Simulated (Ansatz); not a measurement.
**TcSe2 (fluorite): one cell, many starting occupations (series 2)**

Task: map the metastable states of TcSe2 (fluorite) by varying the start. Cell and atoms stay fixed. The cell was built by placing the elements on the sites of a structure type; the runs don't test whether it is the stable form.

Method: DFT PBE+U (U_eff = 5 eV on Tc d), plane waves, PAW, in Ansatz 0.2.0.

## Step 1: The system as given

It takes space group Fm-3m (No. 225, cubic). The conventional cell has a = 6.291 Å, b = 6.291 Å, c = 6.291 Å, α = 90.00°, β = 90.00°, γ = 90.00°. Around Tc (site symmetry m-3m) lie 8 Se at 2.72 Å. Se (site symmetry -43m) has 4 Tc at 2.72 Å in its first shell of neighbours.

Structure file:

```
Tc Se
1.0
     0.00000    3.14575    3.14575
     3.14575    0.00000    3.14575
     3.14575    3.14575    0.00000
Tc Se
1 2
Cartesian
  0.0000 0.0000 0.0000
  1.5729 1.5729 1.5729
  4.7186 4.7186 4.7186
```

Magnetic order typed: ferromagnetic.

The runs: random orbitals: single harmonics, second filling; random orbitals: fully mixed, first filling; random orbitals: single harmonics, first filling; random orbitals: fully mixed, one electron fewer; random orbitals: drawn by pairs, second filling.

An earlier series on this cell reached its lowest free state from «random orbitals: drawn by pairs, first filling», perhaps among other starts.

## Step 2: Random orbitals: single harmonics, second filling

Input file input.yaml:

```yaml
crystal:
  lattice:
    - [0.0, 3.14574899, 3.14574899]
    - [3.14574899, 0.0, 3.14574899]
    - [3.14574899, 3.14574899, 0.0]
  atoms:
    - { symbol: Tc, position: [0.0, 0.0, 0.0], spin: 1.0 }
    - { symbol: Se, position: [0.25, 0.25, 0.25] }
    - { symbol: Se, position: [0.75, 0.75, 0.75] }
basis:
  ecutwfc: 600
  ecutrho_ratio: 5
kpoints:
  mp_grid: { grid: [5, 5, 5] }
hamiltonian:
  xc: pbe
  hubbard:
    sites:
      - { site: 0, l: d, u_eff: 5.0, starting_ns: [{ spin: up, occupation_matrix: s0up }, { spin: down, occupation_matrix: s0down }] }
    occupation_matrices:
      s0up:
        matrix:
          - [0.02, 0.0, 0.0, 0.0, 0.0]
          - [0.0, 0.02, 0.0, 0.0, 0.0]
          - [0.0, 0.0, 0.97, 0.0, 0.0]
          - [0.0, 0.0, 0.0, 0.02, 0.0]
          - [0.0, 0.0, 0.0, 0.0, 0.97]
      s0down:
        matrix:
          - [0.02, 0.0, 0.0, 0.0, 0.0]
          - [0.0, 0.02, 0.0, 0.0, 0.0]
          - [0.0, 0.0, 0.02, 0.0, 0.0]
          - [0.0, 0.0, 0.0, 0.02, 0.0]
          - [0.0, 0.0, 0.0, 0.0, 0.97]
    ns_hold: { iters: 12 }
scf:
  occupations: { method: gaussian, width: 0.05 }
  lower_state_search: "off"
  max_iter: 150
output:
  forces: true
  stress: true
  eigenvalues: true
  populations: true
  hubbard: { sites: [{ site: 0, l: d }] }
magnetization:
  spin_polarized: true
```

The typed matrices put 0.97 on the chosen orbitals and 0.02 on the others, and are held for 12 cycles.

Command:

```bash
> ansatz run input.yaml --threads 2 --pin off --max-ram 3072MiB --backend cpu --events-out ev --progress --plain --runs-dir out
```

The log of the run, shortened:

```text
Warning: crystal.symmetry: narrowed to the stabiliser of the occupation matrices — unitary ops 48 → 8; lowered by the specified shell (site 0, l: d); largest admitted image defect 4.4e-16, smallest excluded 9.5e-1 — at a splitting's scale: the group the occupation matrices' own texture admits
Warning: RAYON_NUM_THREADS=2 ignored (pool sized by the plan → 2); use --threads N
Tc: projections on atomic orbitals take those of the free atom [Ar 3d10] 4s2 4p6 4d5 5s2, of charge +0.00 (hamiltonian.pseudopotentials.projection_atoms); the dataset's partial waves leave at most 5.0e-5 of an orbital's norm unspanned inside its sphere
Se: projections on atomic orbitals take those of the free atom [Ar] 3d10 4s2 4p4, of charge +0.00 (hamiltonian.pseudopotentials.projection_atoms); the dataset's partial waves leave at most 2.3e-6 of an orbital's norm unspanned inside its sphere
[...]
Pseudopotentials: kind: paw
Pseudopotential: Tc, paw, valence charge 15, recommended cutoff 500 eV (normal), Tc.paw.azcp
Pseudopotential: Se, paw, valence charge 16, recommended cutoff 420 eV (normal), Se.paw.azcp
Functional definition: PBE
[...]
Crystal: 3 atoms, lattice volume = 62.259 Å³
Basis set: ecut = 600 eV, 2085 PW (Γ), exchange–correlation on 80×80×80 points (8 copies of the dense FFT grid, shifted against one another)
Bands: 29, of which v1, the nominal top of the filled ones, is band 24 counted from 1 (23 counted from 0)
Symmetry: 8 space group operations
k-points: 27 of 125
[...]
Starting moments: Σ|m| = 1 μB on 1 of 3 sites
[...]
WARN: hamiltonian.hubbard: on 2 of 2 specified blocks the occupation matrix of this SCF's result fails the test of the specified filling. At site 0 ↑ (sites count from 0 in the list of atoms of the cell that this SCF solves) the least filled combination of the orbitals specified full has [...]
Entropy (-TS):   -0.003335 eV (-1.112 meV/atom)
Fermi energy:    12.986987 eV
[...]
--- Specified on-site occupations, and those of the state reported ---
  electrons in the specified blocks: 3.0500 specified, 5.6503 found
  site 0 (l=d) ↑: largest change of an orbital's occupation 0.9621; electrons 2.0000 specified, 4.6323 found; spectral distance 1.5059
  site 0 (l=d) ↓: largest change of an orbital's occupation 0.6571; electrons 1.0500 specified, 1.0181 found; spectral distance 0.7772
--- Forces (eV/Å), atoms counted from 1 ---
  atom   1  Tc     0.00000000     0.00000000    -0.00000000
  atom   2  Se     0.00000000     0.00000000     0.00000000
  atom   3  Se     0.00000000     0.00000000     0.00000000
[...]
--- Stress (GPa, compression-positive) ---
       11.175454       0.000000       0.000000
        0.000000      11.175682       0.000000
        0.000000       0.000000      11.175597
  P = ⅓ Tr σ = 11.1756 GPa (111.756 kbar)
--- Band table (eV; the first three rows and the last of 54) ---
[...]
Occupation matrices written to <dir>
--- Löwdin populations: 3 sites ---
  site symbol       q [e]    m [muB]
     0     Tc     14.1904     3.6812
     1     Se     16.3171    -0.2908
     2     Se     16.3171    -0.2908
  spilling = 0.003733 (of n_electrons = 47.000000)
--- Occupation matrices: 1 shell (run DFT+U table (all-electron-ortho-atomic); ε = 3.31e-3) ---
  Tc0 d_4D: site group Oh (m-3m)
  Tc0 d_4D up     Tr n = 4.6323  λ = 0.889 0.889 0.889 0.982 0.982  [3× xz 0.33 (T2g 1.00) T2g(1.00) | 2× z2 0.50 (Eg 1.00) Eg(1.00)]
  Tc0 d_4D dn     Tr n = 1.0181  λ = 0.040 0.040 0.313 0.313 0.313  [2× z2 0.50 (Eg 1.00) Eg(1.00) | 3× xz 0.33 (T2g 1.00) T2g(1.00)]
  specified occupation → Tc0 d_4D up: matrix, ‖Δ‖_F = 1.6187, Tr Δ = -2.6323, displaced = 1.4774, d_λ = 1.5059; orbital distance = 2.0000
  specified occupation → Tc0 d_4D dn: matrix, ‖Δ‖_F = 0.7773, Tr Δ = +0.0319, displaced = 0.6411, d_λ = 0.7772; orbital distance = 0.8165
  Tr n, λ and their labels are of the run-group-symmetrised matrices; stabiliser: 48 of 96 elements of G0×{1,Θ} (closed), max defect 4.0e-5 at τ = 7.0e-4
```

It took 43 s on 2 threads of Arm Neoverse N1, shared host; peak memory 0.52 GiB.

It ends with no gap, pressure 11.2 GPa, moments in spheres Tc 3.14; Se -0.23 μB, largest force component 0.00 eV/Å, 8 symmetry operations imposed. The program reports that the typed filling wasn't kept.

How the shells are filled (orbitals counted by the eigenvalues of the occupation matrices):

```csv
shell,channel,electrons,over 0.8,0.2 to 0.8,under 0.2
Tc 4d (atom 1),up,4.63,5,0,0
Tc 4d (atom 1),down,1.02,0,3,2
```

## Step 3: Random orbitals: fully mixed, first filling

Changes to input.yaml since step 2:

```diff
@@ -6,3 +6,3 @@
   atoms:
-    - { symbol: Tc, position: [0.0, 0.0, 0.0], spin: 1.0 }
+    - { symbol: Tc, position: [0.0, 0.0, 0.0], spin: 3.0 }
     - { symbol: Se, position: [0.25, 0.25, 0.25] }
@@ -22,7 +22,7 @@
         matrix:
-          - [0.02, 0.0, 0.0, 0.0, 0.0]
-          - [0.0, 0.02, 0.0, 0.0, 0.0]
-          - [0.0, 0.0, 0.97, 0.0, 0.0]
-          - [0.0, 0.0, 0.0, 0.02, 0.0]
-          - [0.0, 0.0, 0.0, 0.0, 0.97]
+          - [0.49031, -0.1037, -0.04253, 0.30342, -0.34782]
+          - [-0.1037, 0.23564, -0.05037, -0.32499, -0.19862]
+          - [-0.04253, -0.05037, 0.96385, 0.00431, -0.03797]
+          - [0.30342, -0.32499, 0.00431, 0.5638, 0.1523]
+          - [-0.34782, -0.19862, -0.03797, 0.1523, 0.6964]
       s0down:
@@ -33,4 +33,4 @@
           - [0.0, 0.0, 0.0, 0.02, 0.0]
-          - [0.0, 0.0, 0.0, 0.0, 0.97]
-    ns_hold: { iters: 12 }
+          - [0.0, 0.0, 0.0, 0.0, 0.02]
+    ns_hold: until_converged
 scf:
```

The typed matrices are held until the SCF converges, then released.

Command:

```bash
> ansatz run input.yaml --threads 2 --pin off --max-ram 3072MiB --backend cpu --events-out ev --progress --plain --runs-dir out
```

The log of the run, shortened:

```text
Warning: crystal.symmetry: narrowed to the stabiliser of the occupation matrices — unitary ops 48 → 2; lowered by the specified shell (site 0, l: d); largest admitted image defect 4.4e-16, smallest excluded 3.2e-1 — at a splitting's scale: the group the occupation matrices' own texture admits
Warning: RAYON_NUM_THREADS=2 ignored (pool sized by the plan → 2); use --threads N
Tc: projections on atomic orbitals take those of the free atom [Ar 3d10] 4s2 4p6 4d5 5s2, of charge +0.00 (hamiltonian.pseudopotentials.projection_atoms); the dataset's partial waves leave at most 5.0e-5 of an orbital's norm unspanned inside its sphere
Se: projections on atomic orbitals take those of the free atom [Ar] 3d10 4s2 4p4, of charge +0.00 (hamiltonian.pseudopotentials.projection_atoms); the dataset's partial waves leave at most 2.3e-6 of an orbital's norm unspanned inside its sphere
[...]
[... 4 set-up lines as earlier in the session ...]
[...]
Crystal: 3 atoms, lattice volume = 62.259 Å³
[...]
WARN: hamiltonian.hubbard: on 1 of 2 specified blocks the occupation matrix of this SCF's result fails the test of the specified filling. At site 0 ↑ (sites count from 0 in the list of atoms of the cell that this SCF solves) the least filled combination of the orbitals specified full has [...]
  atom   3  Se     0.00010848     0.00003677    -0.00002856
[...]
--- Stress (GPa, compression-positive) ---
       11.176081       0.000163      -0.000275
        0.000162      11.175645      -0.000755
       -0.000275      -0.000755      11.175891
  P = ⅓ Tr σ = 11.1759 GPa (111.759 kbar)
--- Band table (eV; the first three rows and the last of 126) ---
[...]
Occupation matrices written to <dir>
--- Löwdin populations: 3 sites ---
  site symbol       q [e]    m [muB]
     0     Tc     14.1904     3.6812
     1     Se     16.3171    -0.2909
     2     Se     16.3171    -0.2909
  spilling = 0.003733 (of n_electrons = 47.000000)
--- Occupation matrices: 1 shell (run DFT+U table (all-electron-ortho-atomic); ε = 6.81e-3) ---
  Tc0 d_4D: site group Oh (m-3m)
  Tc0 d_4D up     Tr n = 4.6323  λ = 0.889 0.889 0.889 0.982 0.982  [3× xz 0.33 (T2g 1.00) T2g(1.00) | 2× z2 0.50 (Eg 1.00) Eg(1.00)]
  Tc0 d_4D dn     Tr n = 1.0180  λ = 0.040 0.040 0.313 0.313 0.313  [2× z2 0.50 (Eg 1.00) Eg(1.00) | 3× xz 0.33 (T2g 1.00) T2g(1.00)]
  specified occupation → Tc0 d_4D up: matrix, ‖Δ‖_F = 1.2972, Tr Δ = -1.6823, displaced = 0.9867, d_λ = 1.2322; orbital distance = 1.3820
  specified occupation → Tc0 d_4D dn: matrix, ‖Δ‖_F = 0.5081, Tr Δ = -0.9180, displaced = 0.4590, d_λ = 0.5081; orbital distance = 0.0000
  Tr n, λ and their labels are of the run-group-symmetrised matrices; stabiliser: 48 of 96 elements of G0×{1,Θ} (closed), max defect 9.2e-5 at τ = 1.4e-3
```

Run time: 76 s. Hardware: 2 threads of Arm Neoverse N1, shared host; peak memory 0.7 GiB.

Result: no gap, pressure 11.2 GPa, moments in spheres Tc 3.14; Se -0.23 μB, largest force component 0.00 eV/Å, 2 symmetry operations imposed. The program reports that the typed filling wasn't kept.

The shells' filling, with natural orbitals sorted by occupation:

```csv
shell,channel,electrons,over 0.8,0.2 to 0.8,under 0.2
Tc 4d (atom 1),up,4.63,5,0,0
Tc 4d (atom 1),down,1.02,0,3,2
```

## Step 4: Random orbitals: single harmonics, first filling

Changes to input.yaml since step 3:

```diff
@@ -22,7 +22,7 @@
         matrix:
-          - [0.49031, -0.1037, -0.04253, 0.30342, -0.34782]
-          - [-0.1037, 0.23564, -0.05037, -0.32499, -0.19862]
-          - [-0.04253, -0.05037, 0.96385, 0.00431, -0.03797]
-          - [0.30342, -0.32499, 0.00431, 0.5638, 0.1523]
-          - [-0.34782, -0.19862, -0.03797, 0.1523, 0.6964]
+          - [0.02, 0.0, 0.0, 0.0, 0.0]
+          - [0.0, 0.97, 0.0, 0.0, 0.0]
+          - [0.0, 0.0, 0.02, 0.0, 0.0]
+          - [0.0, 0.0, 0.0, 0.97, 0.0]
+          - [0.0, 0.0, 0.0, 0.0, 0.97]
       s0down:
@@ -34,3 +34,3 @@
           - [0.0, 0.0, 0.0, 0.0, 0.02]
-    ns_hold: until_converged
+    ns_hold: { iters: 12 }
 scf:
```

The typed matrices put 0.97 on the chosen orbitals and 0.02 on the others, and are held for 12 cycles.

Command:

```bash
> ansatz run input.yaml --threads 2 --pin off --max-ram 3072MiB --backend cpu --events-out ev --progress --plain --runs-dir out
```

The log of the run, shortened:

```text
Warning: crystal.symmetry: narrowed to the stabiliser of the occupation matrices — unitary ops 48 → 8; lowered by the specified shell (site 0, l: d); largest admitted image defect 4.4e-16, smallest excluded 7.1e-1 — at a splitting's scale: the group the occupation matrices' own texture admits
Warning: RAYON_NUM_THREADS=2 ignored (pool sized by the plan → 2); use --threads N
Tc: projections on atomic orbitals take those of the free atom [Ar 3d10] 4s2 4p6 4d5 5s2, of charge +0.00 (hamiltonian.pseudopotentials.projection_atoms); the dataset's partial waves leave at most 5.0e-5 of an orbital's norm unspanned inside its sphere
Se: projections on atomic orbitals take those of the free atom [Ar] 3d10 4s2 4p4, of charge +0.00 (hamiltonian.pseudopotentials.projection_atoms); the dataset's partial waves leave at most 2.3e-6 of an orbital's norm unspanned inside its sphere
[...]
[... 4 set-up lines as earlier in the session ...]
[...]
Crystal: 3 atoms, lattice volume = 62.259 Å³
[...]
WARN: hamiltonian.hubbard: on 1 of 2 specified blocks the occupation matrix of this SCF's result fails the test of the specified filling. At site 0 ↑ (sites count from 0 in the list of atoms of the cell that this SCF solves) the least filled combination of the orbitals specified full has [...]
  atom   3  Se     0.00000000     0.00000000     0.00000000
[...]
--- Stress (GPa, compression-positive) ---
       11.175218       0.000000       0.000000
        0.000000      11.175744       0.000000
        0.000000       0.000000      11.175749
  P = ⅓ Tr σ = 11.1756 GPa (111.756 kbar)
--- Band table (eV; the first three rows and the last of 54) ---
[...]
Occupation matrices written to <dir>
--- Löwdin populations: 3 sites ---
  site symbol       q [e]    m [muB]
     0     Tc     14.1904     3.6812
     1     Se     16.3171    -0.2909
     2     Se     16.3171    -0.2909
  spilling = 0.003733 (of n_electrons = 47.000000)
--- Occupation matrices: 1 shell (run DFT+U table (all-electron-ortho-atomic); ε = 6.61e-3) ---
  Tc0 d_4D: site group Oh (m-3m)
  Tc0 d_4D up     Tr n = 4.6323  λ = 0.889 0.889 0.889 0.982 0.982  [3× xz 0.33 (T2g 1.00) T2g(1.00) | 2× z2 0.50 (Eg 1.00) Eg(1.00)]
  Tc0 d_4D dn     Tr n = 1.0181  λ = 0.040 0.040 0.313 0.313 0.313  [2× z2 0.50 (Eg 1.00) Eg(1.00) | 3× xz 0.33 (T2g 1.00) T2g(1.00)]
  specified occupation → Tc0 d_4D up: matrix, ‖Δ‖_F = 1.3018, Tr Δ = -1.6823, displaced = 1.0025, d_λ = 1.2322; orbital distance = 1.4142
  specified occupation → Tc0 d_4D dn: matrix, ‖Δ‖_F = 0.5081, Tr Δ = -0.9181, displaced = 0.4590, d_λ = 0.5081; orbital distance = 0.0000
  Tr n, λ and their labels are of the run-group-symmetrised matrices; stabiliser: 48 of 96 elements of G0×{1,Θ} (closed), max defect 7.4e-5 at τ = 1.4e-3
```

It took 37 s on 2 threads of Arm Neoverse N1, shared host; peak memory 0.52 GiB.

It ends with no gap, pressure 11.2 GPa, moments in spheres Tc 3.14; Se -0.23 μB, largest force component 0.00 eV/Å, 8 symmetry operations imposed. The program reports that the typed filling wasn't kept.

The shells' filling, with natural orbitals sorted by occupation:

```csv
shell,channel,electrons,over 0.8,0.2 to 0.8,under 0.2
Tc 4d (atom 1),up,4.63,5,0,0
Tc 4d (atom 1),down,1.02,0,3,2
```

## Step 5: Random orbitals: fully mixed, one electron fewer

Changes to input.yaml since step 4:

```diff
@@ -6,3 +6,3 @@
   atoms:
-    - { symbol: Tc, position: [0.0, 0.0, 0.0], spin: 3.0 }
+    - { symbol: Tc, position: [0.0, 0.0, 0.0], spin: 2.0 }
     - { symbol: Se, position: [0.25, 0.25, 0.25] }
@@ -22,7 +22,7 @@
         matrix:
-          - [0.02, 0.0, 0.0, 0.0, 0.0]
-          - [0.0, 0.97, 0.0, 0.0, 0.0]
-          - [0.0, 0.0, 0.02, 0.0, 0.0]
-          - [0.0, 0.0, 0.0, 0.97, 0.0]
-          - [0.0, 0.0, 0.0, 0.0, 0.97]
+          - [0.72241, 0.2441, -0.14903, 0.22289, 0.20601]
+          - [0.2441, 0.45854, 0.06271, 0.16892, -0.36365]
+          - [-0.14903, 0.06271, 0.08869, -0.01768, -0.1846]
+          - [0.22289, 0.16892, -0.01768, 0.11438, -0.04718]
+          - [0.20601, -0.36365, -0.1846, -0.04718, 0.61598]
       s0down:
```

The typed matrices are held for 12 cycles.

Command:

```bash
> ansatz run input.yaml --threads 2 --pin off --max-ram 3072MiB --backend cpu --events-out ev --progress --plain --runs-dir out
```

The log of the run, shortened:

```text
Warning: crystal.symmetry: narrowed to the stabiliser of the occupation matrices — unitary ops 48 → 2; lowered by the specified shell (site 0, l: d); largest admitted image defect 2.2e-16, smallest excluded 2.6e-1 — at a splitting's scale: the group the occupation matrices' own texture admits
Warning: RAYON_NUM_THREADS=2 ignored (pool sized by the plan → 2); use --threads N
Tc: projections on atomic orbitals take those of the free atom [Ar 3d10] 4s2 4p6 4d5 5s2, of charge +0.00 (hamiltonian.pseudopotentials.projection_atoms); the dataset's partial waves leave at most 5.0e-5 of an orbital's norm unspanned inside its sphere
Se: projections on atomic orbitals take those of the free atom [Ar] 3d10 4s2 4p4, of charge +0.00 (hamiltonian.pseudopotentials.projection_atoms); the dataset's partial waves leave at most 2.3e-6 of an orbital's norm unspanned inside its sphere
[...]
[... 4 set-up lines as earlier in the session ...]
[...]
Crystal: 3 atoms, lattice volume = 62.259 Å³
[...]
WARN: hamiltonian.hubbard: on 1 of 2 specified blocks the occupation matrix of this SCF's result fails the test of the specified filling. At site 0 ↑ (sites count from 0 in the list of atoms of the cell that this SCF solves) the least filled combination of the orbitals specified full has [...]
  atom   3  Se    -0.00006890     0.00001173    -0.00010750
[...]
--- Stress (GPa, compression-positive) ---
       11.175246       0.000486      -0.000091
        0.000486      11.175279       0.000380
       -0.000092       0.000379      11.175173
  P = ⅓ Tr σ = 11.1752 GPa (111.752 kbar)
--- Band table (eV; the first three rows and the last of 126) ---
[...]
Occupation matrices written to <dir>
--- Löwdin populations: 3 sites ---
  site symbol       q [e]    m [muB]
     0     Tc     14.1904     3.6812
     1     Se     16.3171    -0.2909
     2     Se     16.3171    -0.2909
  spilling = 0.003733 (of n_electrons = 47.000000)
--- Occupation matrices: 1 shell (run DFT+U table (all-electron-ortho-atomic); ε = 5.65e-3) ---
  Tc0 d_4D: site group Oh (m-3m)
  Tc0 d_4D up     Tr n = 4.6323  λ = 0.889 0.889 0.889 0.982 0.982  [3× xz 0.33 (T2g 1.00) T2g(1.00) | 2× z2 0.50 (Eg 1.00) Eg(1.00)]
  Tc0 d_4D dn     Tr n = 1.0181  λ = 0.040 0.040 0.313 0.313 0.313  [2× z2 0.50 (Eg 1.00) Eg(1.00) | 3× xz 0.33 (T2g 1.00) T2g(1.00)]
  specified occupation → Tc0 d_4D up: matrix, ‖Δ‖_F = 1.5723, Tr Δ = -2.6323, displaced = 1.4013, d_λ = 1.5058; orbital distance = 1.5240
  specified occupation → Tc0 d_4D dn: matrix, ‖Δ‖_F = 0.5081, Tr Δ = -0.9181, displaced = 0.4590, d_λ = 0.5081; orbital distance = 0.0000
  Tr n, λ and their labels are of the run-group-symmetrised matrices; stabiliser: 48 of 96 elements of G0×{1,Θ} (closed), max defect 5.6e-5 at τ = 1.2e-3
```

It took 70 s on 2 threads of Arm Neoverse N1, shared host; peak memory 0.7 GiB.

It ends with no gap, pressure 11.2 GPa, moments in spheres Tc 3.14; Se -0.23 μB, largest force component 0.00 eV/Å, 2 symmetry operations imposed. The program reports that the typed filling wasn't kept.

The shells' filling, with natural orbitals sorted by occupation:

```csv
shell,channel,electrons,over 0.8,0.2 to 0.8,under 0.2
Tc 4d (atom 1),up,4.63,5,0,0
Tc 4d (atom 1),down,1.02,0,3,2
```

(Part 1 of 2 ends here.)
